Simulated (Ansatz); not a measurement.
**One shape, several levels: InCl (SMILES [Cl][In])**

Wanted: a comparison of 6 runs (HF/STO-3G, B2PLYP/STO-3G, PBE/STO-3G, UPBE/STO-3G, RPA@PBE/STO-3G, UMP2/STO-3G) of InCl. 

Program for the calculation: Ansatz 0.2.0.

47 further runs of the same task are left out: 4 that didn't finish, 43 set aside as unsound or not needed.

## 1. The structure to begin with

InCl has 2 atoms, charge 0, and is taken as a singlet. As SMILES, `[Cl][In]`. The In2–Cl1 distance was set to 3.620 Å, away from the relaxed value.

Bond lengths: Cl1–In2 3.620 Å.

## 2. The energy at HF/STO-3G (run 1)

The input, run.yaml:

```yaml
crystal:
  periodic: [false, false, false]
  atoms:
    - {symbol: Cl, position_ang: [0.000000, -0.000000, -1.220710]}
    - {symbol: In, position_ang: [-0.000000, 0.000000, 2.399590]}
basis:
  gaussian: {orbitals: STO-3G}
hamiltonian: {xc: hf}
accuracy: high
```

The run is started by

```bash
$ ansatz run run.yaml --threads 1 --pin off --max-ram 3480MiB --events-out events.jsonl --progress --plain --runs-dir runs
```

The program printed:

```text
Warning: RAYON_NUM_THREADS=1 ignored (pool sized by the plan → 1); use --threads N
Functional definition: HF
  name "HF"
  exchange = exact_x
  correlation = 0
613 factors; integrals over basis functions are off by at most 1.3e-8 eV
mean field evaluation 1: about -167006.0712 eV, gradient 5.4e0 eV
mean field evaluation 2: about -167006.0928 eV, gradient 5.4e0 eV
mean field evaluation 4: about -167006.8397 eV, gradient 3.0e-1 eV
mean field evaluation 8: about -167006.8390 eV, gradient 2.6e-6 eV
mean field -167006.83899459 eV, -6137.3881317499 hartree, gradient 2.1e-8 eV, S^2 0.000000; 0 other end points of the search recorded, 0 dependent functions left out
reference -167006.83899459 eV, -6137.3881317499 hartree; 33, 33 occupied and 3, 3 virtual orbitals, 613 factors
Total energy: -167006.83899459 eV, -6137.3881317499 hartree
```

It took 0.26 s on 1 thread of AMD EPYC 9R45 (Zen 5), shared host.

## 3. The energy at B2PLYP/STO-3G (run 2)

The input, in.yaml:

```yaml
crystal:
  periodic: [false, false, false]
  atoms:
    - {symbol: Cl, position_ang: [0.000000, -0.000000, -1.220710]}
    - {symbol: In, position_ang: [-0.000000, 0.000000, 2.399590]}
basis:
  gaussian:
    orbitals: STO-3G
total_charge: 0
hamiltonian:
  xc: {name: B2PLYP}
correlation:
  frozen_orbitals: {Cl: 5, In: 18}
accuracy: high
```

The run is started by

```bash
$ ansatz run in.yaml --threads 1 --pin off --max-ram 3480MiB --events-out events.jsonl --progress --plain --runs-dir runs
```

The program printed:

```text
Warning: RAYON_NUM_THREADS=1 ignored (pool sized by the plan → 1); use --threads N
Functional definition: B2PLYP
  name "B2PLYP"
  parameter a = 0.53
  parameter c = 0.27
  exchange = (1 - a)*b88_x + a*exact_x
  correlation = (1 - c)*lyp_c + c*(mp2_os + mp2_ss)
613 factors; integrals over basis functions are off by at most 1.3e-8 eV
mean field evaluation 1: about -167058.3230 eV, gradient 5.8e0 eV
mean field evaluation 2: about -167058.3339 eV, gradient 5.8e0 eV
mean field evaluation 4: about -167058.9702 eV, gradient 7.8e0 eV
mean field evaluation 8: about -167059.5440 eV, gradient 7.1e-2 eV
mean field evaluation 16: about -167059.5443 eV, gradient 1.1e-6 eV
mean field -167059.54425027 eV, -6139.3250141712 hartree, gradient 9.8e-8 eV, S^2 0.000000; 0 other end points of the search recorded, 0 dependent functions left out
23 core orbitals not correlated: weight in the atoms' cores, before any rotation towards them, 1.000 or more for the frozen orbitals, at most 0.000 for the correlated occupied ones
reference -167059.54426835 eV, -6139.3250148357 hartree; 10, 10 occupied and 3, 3 virtual orbitals, 613 factors
second order -1.27380731 eV of doubles, -0.00000000 eV of singles
Total energy: -167059.88819632 eV, -6139.3376539556 hartree
```

Run time: 1 s. Hardware: 1 thread of AMD EPYC 9R45 (Zen 5), shared host; peak memory 0.14 GiB.

Runs 3 to 4 aren't shown in full; the table further down has their settings and results.

## 4. A single-point energy at RPA@PBE/STO-3G (run 5)

The input, input.yaml:

```yaml
crystal:
  periodic: [false, false, false]
  atoms:
    - {symbol: Cl, position_ang: [0.000000, -0.000000, -1.220710]}
    - {symbol: In, position_ang: [-0.000000, 0.000000, 2.399590]}
basis:
  gaussian:
    orbitals: STO-3G
magnetization:
  spin_polarized: false
  initial_magnetization: 0
hamiltonian:
  xc: pbe
correlation:
  method: rpa
  frozen_orbitals: {Cl: 5, In: 18}
accuracy: high
```

The run is started by

```bash
$ ansatz run input.yaml --threads 1 --pin off --max-ram 3480MiB --events-out events.jsonl --progress --plain --runs-dir runs
```

The program printed:

```text
Warning: RAYON_NUM_THREADS=1 ignored (pool sized by the plan → 1); use --threads N
Functional definition: PBE
  name "PBE"
  parameter kappa = 0.804
  parameter beta = 0.06672455060314922
  exchange = pbe_x(kappa = kappa, mu = beta*pi^2/3)
  correlation = pbe_c(beta = beta)
613 factors; integrals over basis functions are off by at most 1.3e-8 eV
mean field evaluation 1: about -167052.8451 eV, gradient 6.7e0 eV
mean field evaluation 2: about -167052.8456 eV, gradient 6.7e0 eV
mean field evaluation 4: about -167054.6040 eV, gradient 5.1e0 eV
mean field evaluation 8: about -167054.8126 eV, gradient 1.1e0 eV
mean field evaluation 16: about -167054.8188 eV, gradient 3.8e-4 eV
mean field evaluation 32: about -167025.3483 eV, gradient 4.7e1 eV
mean field -167054.81879468 eV, -6139.1513568815 hartree, gradient 1.2e-8 eV, S^2 0.000000; 0 other end points of the search recorded, 0 dependent functions left out
23 core orbitals not correlated: weight in the atoms' cores, before any rotation towards them, 1.000 or more for the frozen orbitals, at most 0.000 for the correlated occupied ones
reference -167006.07696336 eV, -6137.3601276189 hartree; 10, 10 occupied and 3, 3 virtual orbitals, 613 factors
Total energy: -167009.06457030 eV, -6137.4699201486 hartree
```

Wall time 0.77 s (1 thread of AMD EPYC 9R45 (Zen 5), shared host).

## 5. The energy at UMP2/STO-3G (run 6)

The input, job.yaml:

```yaml
crystal:
  periodic: [false, false, false]
  atoms:
    - {symbol: Cl, position_ang: [0.000000, -0.000000, -1.220710]}
    - {symbol: In, position_ang: [-0.000000, 0.000000, 2.399590]}
basis:
  gaussian: {orbitals: STO-3G}
magnetization: {spin_polarized: true, initial_magnetization: 0}
correlation: {method: mp2, frozen_orbitals: {Cl: 5, In: 18}}
accuracy: high
```

The run is started by

```bash
$ ansatz run job.yaml --threads 1 --pin off --max-ram 3480MiB --events-out events.jsonl --progress --plain --runs-dir runs
```

The program printed:

```text
Warning: RAYON_NUM_THREADS=1 ignored (pool sized by the plan → 1); use --threads N
[... 4 set-up lines as earlier in the session ...]
613 factors; integrals over basis functions are off by at most 1.3e-8 eV
mean field evaluation 1: about -167006.0712 eV, gradient 3.8e0 eV
mean field evaluation 2: about -167006.0928 eV, gradient 3.8e0 eV
mean field evaluation 4: about -167006.8395 eV, gradient 2.1e-1 eV
mean field evaluation 8: about -167006.8390 eV, gradient 2.3e-5 eV
mean field evaluation 16: about -167005.5357 eV, gradient 6.3e0 eV
mean field -167006.83899459 eV, -6137.3881317499 hartree, gradient 4.4e-8 eV, S^2 0.000000; 4 other end points of the search recorded, 0 dependent functions left out
23 core orbitals not correlated: weight in the atoms' cores, before any rotation towards them, 1.000 or more for the frozen orbitals, at most 0.000 for the correlated occupied ones
reference -167006.83899459 eV, -6137.3881317499 hartree; 10, 10 occupied and 3, 3 virtual orbitals, 613 factors
second order -0.70855243 eV of doubles, -0.00000000 eV of singles
Total energy: -167007.54754702 eV, -6137.4141705713 hartree
```

Wall time 0.4 s (1 thread of AMD EPYC 9R45 (Zen 5), shared host).

## 6. Overview of the runs

```
run           level  frozen core orbitals   energy (Eh)  wall time
  1       HF/STO-3G                     –  -6137.388132     0.26 s
  2   B2PLYP/STO-3G                    23  -6139.337654        1 s
  3      PBE/STO-3G                     –  -6139.151357     0.58 s
  4     UPBE/STO-3G                     –  -6139.151357      1.7 s
  5  RPA@PBE/STO-3G                    23  -6137.469920     0.77 s
  6     UMP2/STO-3G                    23  -6137.414171      0.4 s
```

## 7. Outcome

| quantity | value |
| --- | --- |
| run 6: total energy | -6137.41417 Eh |
| run 6: correlation energy (23 core orbitals frozen) | -26.0 mEh |

**Reading.** Totals of different functionals can't be ranked against each other. In runs 1, 2, 3, 4, 5, 6 the basis is minimal, so the values are rough. In runs 1, 2, 3, 4, 5, 6 relativity is left out where basis or elements ask for it. All runs together took 4.7 s, the longest 1.7 s.
